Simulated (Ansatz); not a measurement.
# F₃H₃InN: basis-set convergence

One table from this session's results is given with a row withheld; the runs are named, their logs left out.

The runs use Ansatz 0.2.0, Gaussian basis; one geometry, several basis sets.

Plan: PBE0-D4/def2-SVP; ωB97M-V/def2-SVP; PBE0-D4/def2-QZVPP; ωB97M-V/def2-QZVPP; the functionals' def2-TZVPP values are taken from earlier runs.

### Structure used throughout

The geometry comes from an earlier relaxation with PBE0-D4 in a triple-zeta def2 set; it is a stationary point, not always the lowest conformer. In takes the def2 core potential; no spin-orbit term is included.

SMILES `[NH3+][In-]([F])([F])[F]`, 8 atoms, charge 0, spin multiplicity 1.

Atoms are counted from 1 here; the program's logs count them from 0.

Bond lengths: N1–In2 2.264 Å, N1–H6 1.015 Å, N1–H7 1.015 Å, N1–H8 1.015 Å, In2–F3 1.946 Å, In2–F4 1.946 Å, In2–F5 1.946 Å. Angles: In2–N1–H6 110.4°, In2–N1–H7 110.4°, In2–N1–H8 110.4°, H6–N1–H7 108.5°, H6–N1–H8 108.5°, H7–N1–H8 108.5°, N1–In2–F3 97.7°, N1–In2–F4 97.7°, N1–In2–F5 97.7°, F3–In2–F4 118.2°, F3–In2–F5 118.3°, F4–In2–F5 118.3°.

The first run:

File in.yaml:

```yaml
crystal:
  periodic: [false, false, false]
  atoms:
    - {symbol: N, position_ang: [-0.719069, -0.341744, 0.740295]}
    - {symbol: In, position_ang: [0.788527, 0.348862, -0.801585]}
    - {symbol: F, position_ang: [1.951118, -1.211292, -0.746990]}
    - {symbol: F, position_ang: [-0.437463, 0.529961, -2.302530]}
    - {symbol: F, position_ang: [1.372191, 1.965643, 0.111689]}
    - {symbol: H, position_ang: [-0.750631, 0.308041, 1.519347]}
    - {symbol: H, position_ang: [-1.645250, -0.397734, 0.328968]}
    - {symbol: H, position_ang: [-0.467422, -1.258837, 1.094906]}
basis:
  gaussian: {orbitals: def2-SVP}
hamiltonian: {xc: pbe0, dispersion: d4}
output: {orbitals: {seedname: orbitals}}
```

Command:

```console
$ ansatz run in.yaml --threads 4 --pin off --events-out ev --progress --plain --max-ram 10444MiB
```

Among the steps run: PBE0-D4 in def2-SVP; ωB97M-V in def2-SVP; PBE0-D4 in def2-QZVPP; ωB97M-V in def2-QZVPP.

One table of the session follows, with a row left open; its other results are not shown here.

It belongs to the step «Functionals by basis». 

| functional | basis | HOMO (eV) | LUMO (eV) |
| --- | --- | --- | --- |
| PBE0-D4 | def2-SVP | -9.63 | -1.41 |
| PBE0-D4 | def2-TZVPP | -10.02 | -1.74 |
| PBE0-D4 | def2-QZVPP | -10.09 | -1.84 |
| ωB97M-V | def2-SVP | ? | ? |
| ωB97M-V | def2-TZVPP | -12.55 | 0.12 |
| ωB97M-V | def2-QZVPP | -12.62 | -0.16 |

Estimate the missing values for ωB97M-V, def2-SVP.

As computed: HOMO (eV): -12.11; LUMO (eV): 0.57. In the column «HOMO (eV)» it lies between ωB97M-V, def2-TZVPP (-12.55) and PBE0-D4, def2-QZVPP (-10.09).
